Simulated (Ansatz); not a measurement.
# [SiH3O4]− (SMILES [O-][Si](O)(O)O) at 6 levels

We compute a comparison of 6 runs (B3LYP/6-31G*, HSE06/6-31G*, PBE0/6-31G*, RPA@PBE0/6-31G*, CCSD/6-31G*) of [SiH3O4]−. 

The calculation is run with Ansatz 0.2.0.

13 further runs of the same task are left out: 10 that didn't finish, 3 set aside as unsound or not needed. Runs told in other sessions of the task aren't counted.

**1. The system as given**

The species is [SiH3O4]− (8 atoms), meant as a singlet with charge -1. SMILES: `[O-][Si](O)(O)O`. One bond was lengthened or shortened from a relaxed shape.

Bond lengths: O1–Si2 1.558 Å, Si2–O3 1.937 Å, Si2–O4 1.684 Å, Si2–O5 1.684 Å, O3–H6 0.959 Å, O4–H7 0.959 Å, O5–H8 0.959 Å. Angles: O1–Si2–O3 115.2°, O1–Si2–O4 115.2°, O1–Si2–O5 115.2°, O3–Si2–O4 103.2°, O3–Si2–O5 103.2°, O4–Si2–O5 103.2°, Si2–O3–H6 107.0°, Si2–O4–H7 107.0°, Si2–O5–H8 107.0°.

**2. The energy at B3LYP/6-31G(d) (spherical functions) (run 1)**

job.yaml

```yaml
crystal:
  periodic: [false, false, false]
  atoms:
    - {symbol: O, position_ang: [-1.623130, 0.180307, 0.684997]}
    - {symbol: Si, position_ang: [-0.287630, -0.006593, -0.094403]}
    - {symbol: O, position_ang: [1.319300, 0.127500, 0.978800]}
    - {symbol: O, position_ang: [-0.017730, 1.104607, -1.331003]}
    - {symbol: O, position_ang: [-0.110630, -1.492593, -0.867303]}
    - {symbol: H, position_ang: [1.074100, 0.563800, 1.796600]}
    - {symbol: H, position_ang: [-0.863330, 1.508307, -1.533903]}
    - {symbol: H, position_ang: [-0.748730, -2.090293, -0.473903]}
basis:
  gaussian:
    orbitals: 6-31G_st_-spherical.json
total_charge: -1
hamiltonian:
  xc: {name: B3LYP}
accuracy: high
output: {orbitals: {seedname: orbitals}}
```

The basis set 6-31G* is read from a file made from the Basis Set Exchange's data (not shown).

On the command line:

```bash
ansatz run job.yaml --threads 1 --pin off --max-ram 2610MiB --events-out events.jsonl --progress --plain --runs-dir runs
```

Log:

```text
Warning: RAYON_NUM_THREADS=1 ignored (pool sized by the plan → 1); use --threads N
Functional definition: B3LYP
  name "B3LYP"
  parameter a0 = 0.2
  parameter ax = 0.72
  parameter ac = 0.81
  exchange = (1 - a0 - ax)*slater_x + ax*b88_x + a0*exact_x
  correlation = (1 - ac)*vwn_rpa_c + ac*lyp_c
1747 factors; integrals over basis functions are off by at most 3.4e-9 eV
mean field evaluation 1: about -16110.9737 eV, gradient 6.6e1 eV
mean field evaluation 2: about -16094.4248 eV, gradient 1.1e2 eV
mean field evaluation 4: about -16118.6545 eV, gradient 3.3e0 eV
mean field evaluation 8: about -16118.8806 eV, gradient 4.5e-1 eV
mean field evaluation 16: about -16118.8810 eV, gradient 3.5e-5 eV
mean field -16118.88098274 eV, -592.3579503458 hartree, gradient 1.7e-8 eV, S^2 0.000000; 0 other end points of the search recorded, 0 dependent functions left out
reference -16118.88102042 eV, -592.3579517306 hartree; 25, 25 occupied and 55, 55 virtual orbitals, 1747 factors
Total energy: -16118.88102042 eV, -592.3579517306 hartree
```

Wall time 7.2 s (1 thread of Arm Neoverse V2, shared host); peak memory 0.26 GiB.

**3. The energy at HSE06/6-31G(d) (spherical functions) (run 2)**

job.yaml

```yaml
crystal:
  periodic: [false, false, false]
  atoms:
    - symbol: O
      position_ang: [-1.623130, 0.180307, 0.684997]
    - symbol: Si
      position_ang: [-0.287630, -0.006593, -0.094403]
    - symbol: O
      position_ang: [1.319300, 0.127500, 0.978800]
    - symbol: O
      position_ang: [-0.017730, 1.104607, -1.331003]
    - symbol: O
      position_ang: [-0.110630, -1.492593, -0.867303]
    - symbol: H
      position_ang: [1.074100, 0.563800, 1.796600]
    - symbol: H
      position_ang: [-0.863330, 1.508307, -1.533903]
    - symbol: H
      position_ang: [-0.748730, -2.090293, -0.473903]
basis:
  gaussian:
    orbitals: 6-31G_st_-spherical.json
total_charge: -1
hamiltonian:
  xc: {name: HSE06}
accuracy: high
output: {orbitals: {seedname: orbitals}}
```

The basis set 6-31G* is read from a file made from the Basis Set Exchange's data (not shown).

On the command line:

```bash
ansatz run job.yaml --threads 1 --pin off --max-ram 2610MiB --events-out events.jsonl --progress --plain --runs-dir runs
```

Log:

```text
Warning: RAYON_NUM_THREADS=1 ignored (pool sized by the plan → 1); use --threads N
Functional definition: HSE06
  name "HSE06"
  parameter a = 0.25
  parameter omega = 0.11/bohr
  exchange = pbe_x - a*pbe_x_sr(omega) + a*exact_x_sr(omega)
  correlation = pbe_c
1747 factors; integrals over basis functions are off by at most 3.4e-9 eV
93 factors; integrals over basis functions are off by at most 1.1e-9 eV
mean field evaluation 1: about -16099.2702 eV, gradient 6.0e1 eV
mean field evaluation 2: about -16085.7674 eV, gradient 1.0e2 eV
mean field evaluation 4: about -16105.6737 eV, gradient 3.0e0 eV
mean field evaluation 8: about -16105.9579 eV, gradient 4.9e-1 eV
mean field evaluation 16: about -16105.9584 eV, gradient 3.7e-5 eV
mean field -16105.95838412 eV, -591.8830536056 hartree, gradient 3.2e-8 eV, S^2 0.000000; 0 other end points of the search recorded, 0 dependent functions left out
reference -16105.95838757 eV, -591.8830537325 hartree; 25, 25 occupied and 55, 55 virtual orbitals, 1747 factors
Total energy: -16105.95838757 eV, -591.8830537325 hartree
```

Wall time 6.9 s (1 thread of Arm Neoverse V2, shared host); peak memory 0.27 GiB.

Run 3 isn't shown in full; the table further down has it.

**4. A single-point energy at B3LYP/6-31G(d) (Cartesian functions) (run 4)**

input.yaml

```yaml
crystal:
  periodic: [false, false, false]
  atoms:
    - symbol: O
      position_ang: [-1.623130, 0.180307, 0.684997]
    - symbol: Si
      position_ang: [-0.287630, -0.006593, -0.094403]
    - symbol: O
      position_ang: [1.319300, 0.127500, 0.978800]
    - symbol: O
      position_ang: [-0.017730, 1.104607, -1.331003]
    - symbol: O
      position_ang: [-0.110630, -1.492593, -0.867303]
    - symbol: H
      position_ang: [1.074100, 0.563800, 1.796600]
    - symbol: H
      position_ang: [-0.863330, 1.508307, -1.533903]
    - symbol: H
      position_ang: [-0.748730, -2.090293, -0.473903]
basis:
  gaussian: {orbitals: "6-31G*"}
total_charge: -1
hamiltonian: {xc: {name: B3LYP}}
accuracy: high
output: {orbitals: {seedname: orbitals}}
```

On the command line:

```bash
ansatz run input.yaml --threads 1 --pin off --max-ram 2610MiB --events-out events.jsonl --progress --plain --runs-dir runs
```

Log, cut to the lines that bear on the results:

```text
Warning: RAYON_NUM_THREADS=1 ignored (pool sized by the plan → 1); use --threads N
[... 7 set-up lines as earlier in the session ...]
1796 factors; integrals over basis functions are off by at most 3.3e-9 eV
mean field evaluation 1: about -16111.3101 eV, gradient 6.7e1 eV
mean field evaluation 2: about -16094.6737 eV, gradient 1.1e2 eV
mean field evaluation 4: about -16118.9545 eV, gradient 3.4e0 eV
mean field evaluation 8: about -16119.1155 eV, gradient 4.2e-1 eV
mean field evaluation 16: about -16119.1159 eV, gradient 2.0e-5 eV
mean field -16119.11588978 eV, -592.3665830203 hartree, gradient 6.2e-8 eV, S^2 0.000000; 0 other end points of the search recorded, 0 dependent functions left out
reference -16119.11592741 eV, -592.3665844030 hartree; 25, 25 occupied and 60, 60 virtual orbitals, 1796 factors
Total energy: -16119.11592741 eV, -592.3665844030 hartree
```

Run time: 7.2 s. Hardware: 1 thread of Arm Neoverse V2, shared host; peak memory 0.28 GiB.

Run 5 isn't shown in full; the table further down has it.

**5. A single-point energy at CCSD/6-31G(d) (spherical functions) (run 6)**

in.yaml

```yaml
crystal:
  periodic: [false, false, false]
  atoms:
    - {symbol: O, position_ang: [-1.623130, 0.180307, 0.684997]}
    - {symbol: Si, position_ang: [-0.287630, -0.006593, -0.094403]}
    - {symbol: O, position_ang: [1.319300, 0.127500, 0.978800]}
    - {symbol: O, position_ang: [-0.017730, 1.104607, -1.331003]}
    - {symbol: O, position_ang: [-0.110630, -1.492593, -0.867303]}
    - {symbol: H, position_ang: [1.074100, 0.563800, 1.796600]}
    - {symbol: H, position_ang: [-0.863330, 1.508307, -1.533903]}
    - {symbol: H, position_ang: [-0.748730, -2.090293, -0.473903]}
basis:
  gaussian: {orbitals: 6-31G_st_-spherical.json}
scf: {omitted_lower_state_checks: [cluster_reference, increment]}
correlation: {method: ccsd, frozen_orbitals: {H: 0, O: 1, Si: 5}}
total_charge: -1
accuracy: high
```

The basis set 6-31G* is read from a file made from the Basis Set Exchange's data (not shown).

On the command line:

```bash
ansatz run in.yaml --threads 1 --pin off --max-ram 2610MiB --events-out events.jsonl --progress --plain --runs-dir runs
```

Log, cut to the lines that bear on the results:

```text
Warning: RAYON_NUM_THREADS=1 ignored (pool sized by the plan → 1); use --threads N
Functional definition: HF
  name "HF"
[...]
1747 factors; integrals over basis functions are off by at most 3.4e-9 eV
[...]
mean field -16062.07713549 eV, -590.2704474622 hartree, gradient 2.9e-8 eV, S^2 0.000000; 0 other end points of the search recorded, 0 dependent functions left out
9 core orbitals not correlated: weight in the atoms' cores, before any rotation towards them, 1.000 or more for the frozen orbitals, at most 0.000 for the correlated occupied ones
reference -16062.07713549 eV, -590.2704474622 hartree; 16, 16 occupied and 55, 55 virtual orbitals, 1747 factors
second order -22.02300460 eV of doubles, -0.00000000 eV of singles
cycle   1  -21.83858388 eV  change    1.8e-1 eV  update   1.1e-1
[...]
cycle  20  -22.44648910 eV  change    1.1e-9 eV  update   3.1e-9
Total energy: -16084.52362458 eV, -591.0953407217 hartree
Checks for a lower state left out: cluster_reference, increment
```

Run time: 13 s. Hardware: 1 thread of Arm Neoverse V2, shared host; peak memory 0.43 GiB.

**6. All runs side by side**

```
run                                  level  Cartesian functions  frozen core orbitals  energy (Eh)  HOMO energy (eV)  LUMO energy (eV)  HOMO–LUMO gap (eV)  wall time
  1     B3LYP/6-31G* (spherical functions)                   no                     –  -592.357952             -1.02              6.00                7.01      7.2 s
  2     HSE06/6-31G* (spherical functions)                   no                     –  -591.883054             -0.95              5.96                6.91      6.9 s
  3      PBE0/6-31G* (spherical functions)                   no                     –  -591.902289             -1.36              6.34                7.70      7.2 s
  4     B3LYP/6-31G* (Cartesian functions)                  yes                     –  -592.366584             -1.05              5.92                6.97      7.2 s
  5  RPA@PBE0/6-31G* (spherical functions)                   no                     9  -591.321953                 –                 –                   –       10 s
  6      CCSD/6-31G* (spherical functions)                   no                     9  -591.095341                 –                 –                   –       13 s
```

**7. Summary of results**

```
                                          quantity          value
                               run 6: total energy  -591.09534 Eh
run 6: correlation energy (9 core orbitals frozen)     -824.9 mEh
                              run 6: T1 diagnostic          0.013
```

In words: Over runs 1, 2, 3, 4 the HOMO–LUMO gap runs from 6.91 eV (HSE06/6-31G*) to 7.70 eV (PBE0/6-31G*). The empty levels of an anion lie above zero and hang on the basis. Totals of different functionals can't be ranked against each other. All runs together took 52 s, the longest 13 s.
